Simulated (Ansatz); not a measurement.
Geometry optimisation, DFT PBEsol, scalar-relativistic, plane waves, PAW in Ansatz 0.2.0.

Input file:

```yaml
crystal:
  lattice:
    - [0.0, 5.43, 5.43]
    - [5.43, 0.0, 5.43]
    - [5.43, 5.43, 0.0]
  atoms:
    - { symbol: Si, position: [0.0, 0.0, 0.0] }
    - { symbol: Si, position: [0.125, 0.125, 0.125] }
    - { symbol: Si, position: [0.0, 0.0, 0.5] }
    - { symbol: Si, position: [0.125, 0.125, 0.625] }
    - { symbol: Si, position: [0.0, 0.5, 0.0] }
    - { symbol: Si, position: [0.125, 0.625, 0.125] }
    - { symbol: Si, position: [0.0, 0.5, 0.5] }
    - { symbol: Si, position: [0.125, 0.625, 0.625] }
    - { symbol: Si, position: [0.5, 0.0, 0.0] }
    - { symbol: Si, position: [0.625, 0.125, 0.125] }
    - { symbol: Si, position: [0.5, 0.0, 0.5] }
    - { symbol: Si, position: [0.625, 0.125, 0.625] }
    - { symbol: Si, position: [0.5, 0.5, 0.0] }
    - { symbol: Si, position: [0.625, 0.625, 0.125] }
    - { symbol: Si, position: [0.5, 0.5, 0.5] }
    - { symbol: Si, position: [0.625, 0.625, 0.625] }
    - { symbol: O, position: [0.5537009, 0.31752687, 0.30375939], spin: 1.0 }
magnetization:
  spin_polarized: true
basis:
  ecutwfc: 420.0
kpoints:
  mp_grid: { grid: [2, 2, 2] }
hamiltonian:
  xc: pbesol
scf:
  occupations: { method: fermi_dirac, width: 0.05 }
  lower_state_search: "off"
relax:
  f_tol: 0.03
  max_steps: 60
  adjacent_minimum: "off"
output:
  write_density: true
  write_potential: true
  elf: true
  volumetric_format: npy
```

Command:

```bash
$ ansatz run input.yaml --threads 2 --pin off --max-ram 5120MiB --backend cpu --events-out ev --progress --plain --runs-dir out
```

Question: Where does it end, and by what steps?

Answer: The forces met the threshold. Limits of this set-up: coarse k mesh, a small cell, in which the defect meets its images, a typed lattice constant that wasn't relaxed here. After 8 steps the energy has fallen by 2.373 eV; O17 moved furthest, 0.85 Å.

```
step  energy less start (eV)  largest force component (eV/Å)  accepted
   0                  0.0000                           0.456       yes
   1                 -0.0389                           0.586       yes
   2                 -0.2298                           1.331       yes
   3                 -0.5518                           1.301       yes
   4                 -1.0105                           1.803       yes
   5                 -1.8911                           1.243       yes
   6                 -2.3210                           0.428       yes
   7                 -2.3676                           0.052       yes
   8                 -2.3727                           0.029       yes
```

```xyz
17
Lattice="0.0000 5.4300 5.4300 5.4300 0.0000 5.4300 5.4300 5.4300 0.0000" Properties=species:S:1:pos:R:3
Si -0.009 0.017 0.003
Si 1.466 1.275 1.351
Si 2.727 2.705 -0.021
Si 3.994 4.148 1.332
Si 2.802 -0.079 2.739
Si 4.094 1.349 4.075
Si 5.354 2.815 2.719
Si 6.787 4.079 4.086
Si 0.261 2.577 2.901
Si 1.341 4.379 3.884
Si 2.631 5.702 2.468
Si 4.063 6.756 4.052
Si 3.017 2.705 5.613
Si 4.349 3.982 7.033
Si 5.407 5.412 5.447
Si 6.656 7.039 6.601
O 2.733 4.094 4.747
```

Whether the end is a true minimum wasn't checked by a vibrational analysis.

Time of the run: 49 s on 2 threads of Intel(R) Xeon(R) 6975P-C (Granite Rapids) (shared host), peak memory 0.79 GiB.
